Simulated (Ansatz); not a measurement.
**CH₇InOSi: one species, many methods**

The task here is to estimate one member of a computed series from the others.

Program: Ansatz 0.2.0, Gaussian basis. Level of theory: functionals in def2-TZVPP, the program's frozen cores in correlated methods. These are calculated values, not measurements.

The runs, in order: LDA (SPW92), PBE-D4, revPBE-D4, BLYP-D4, r2SCAN-D4, B97M-V, PBE0-D4, B3LYP-D4, r2SCANh-D4, r2SCAN0-D4, HSE06-D4, BHLYP-D4, CAM-B3LYP-D4, LC-ωPBE, ωB97X-V, ωB97M-V, B2PLYP, PBE-QIDH; CCSD(T)/def2-SVP; CCSD(T)/def2-TZVPP; MP2/def2-QZVPP; extrapolation to the limit; RPA on PBE.

**Structure used throughout**

The geometry comes from an earlier relaxation with PBE0-D4 in a triple-zeta def2 set; it is a stationary point, not always the lowest conformer. In takes the def2 core potential; no spin-orbit term is included.

SMILES `[CH3][InH][O][SiH3]`, 11 atoms, charge 0, spin multiplicity 1.

Atoms are counted from 1 here; the program's logs count them from 0.

Bond lengths: C1–In2 2.133 Å, C1–H5 1.091 Å, C1–H6 1.092 Å, C1–H7 1.089 Å, In2–O3 2.006 Å, In2–H8 1.705 Å, O3–Si4 1.619 Å, Si4–H9 1.490 Å, Si4–H10 1.493 Å, Si4–H11 1.497 Å. Angles: In2–C1–H5 108.8°, In2–C1–H6 108.8°, In2–C1–H7 112.1°, H5–C1–H6 108.2°, H5–C1–H7 109.7°, H6–C1–H7 109.2°, C1–In2–O3 110.7°, C1–In2–H8 140.1°, O3–In2–H8 109.2°, In2–O3–Si4 137.4°, O3–Si4–H9 110.7°, O3–Si4–H10 111.7°, O3–Si4–H11 112.0°, H9–Si4–H10 107.9°, H9–Si4–H11 107.6°, H10–Si4–H11 106.8°.

Set-up of the first run:

in.yaml reads:

```yaml
crystal:
  periodic: [false, false, false]
  atoms:
    - {symbol: C, position_ang: [-1.416557, 1.321539, -0.597390]}
    - {symbol: In, position_ang: [-1.121392, 0.127796, 1.144896]}
    - {symbol: O, position_ang: [0.574738, -0.932766, 1.000619]}
    - {symbol: Si, position_ang: [1.748010, -1.162131, -0.090787]}
    - {symbol: H, position_ang: [-1.294187, 0.691707, -1.479536]}
    - {symbol: H, position_ang: [-0.650033, 2.098159, -0.624778]}
    - {symbol: H, position_ang: [-2.400172, 1.788646, -0.612562]}
    - {symbol: H, position_ang: [-1.869131, -0.211996, 2.638672]}
    - {symbol: H, position_ang: [2.334484, -2.524675, 0.046617]}
    - {symbol: H, position_ang: [2.851846, -0.168944, 0.068039]}
    - {symbol: H, position_ang: [1.242394, -1.027335, -1.493799]}
basis:
  gaussian: {orbitals: def2-TZVPP}
hamiltonian: {xc: lda}
output: {orbitals: {seedname: orbitals}}
```

The run is started by

```sh
> ansatz run in.yaml --threads 2 --pin off --events-out ev --progress --plain --max-ram 22528MiB --backend cpu
```

Steps of the session up to this table: LDA; PBE-D4 (GGA); revPBE-D4 (GGA); BLYP-D4 (GGA); r2SCAN-D4 (meta-GGA); B97M-V (meta-GGA); PBE0-D4 (hybrid); B3LYP-D4 (hybrid); r2SCANh-D4 (hybrid); r2SCAN0-D4 (hybrid); HSE06-D4 (hybrid); BHLYP-D4 (hybrid); CAM-B3LYP-D4 (range-separated); LC-ωPBE (range-separated); ωB97X-V (range-separated); ωB97M-V (range-separated); B2PLYP (double hybrid); PBE-QIDH (double hybrid).

One of the session's tables, all rows but one given; the rest of the session is left out.

It belongs to the step «Orbital energies across the functionals». 

```
  functional  HOMO (eV)  LUMO (eV)  gap (eV)
 LDA (SPW92)      -6.54      -2.40      4.13
      PBE-D4      -6.40      -2.15      4.25
   revPBE-D4      -6.34      -2.04      4.30
     BLYP-D4      -6.30      -2.14      4.16
   r2SCAN-D4      -6.69      -1.86      4.83
      B97M-V      -6.82      -2.18      4.64
     PBE0-D4      -7.73      -1.43      6.31
    B3LYP-D4      -7.52      -1.72      5.80
  r2SCANh-D4      -7.19      -1.61      5.58
  r2SCAN0-D4      -7.94      -1.25      6.69
    HSE06-D4          ?          ?         ?
    BHLYP-D4      -8.96      -0.82      8.14
CAM-B3LYP-D4      -9.10      -0.66      8.44
     LC-ωPBE     -10.42       0.45     10.87
     ωB97X-V     -10.09       0.30     10.39
     ωB97M-V      -9.98      -0.03      9.95
```

Estimate the missing values for HSE06-D4.

**Answer.** HOMO (eV): -7.33; LUMO (eV): -1.78; gap (eV): 5.55. In the column «HOMO (eV)» it lies between B3LYP-D4 (-7.52) and r2SCANh-D4 (-7.19).
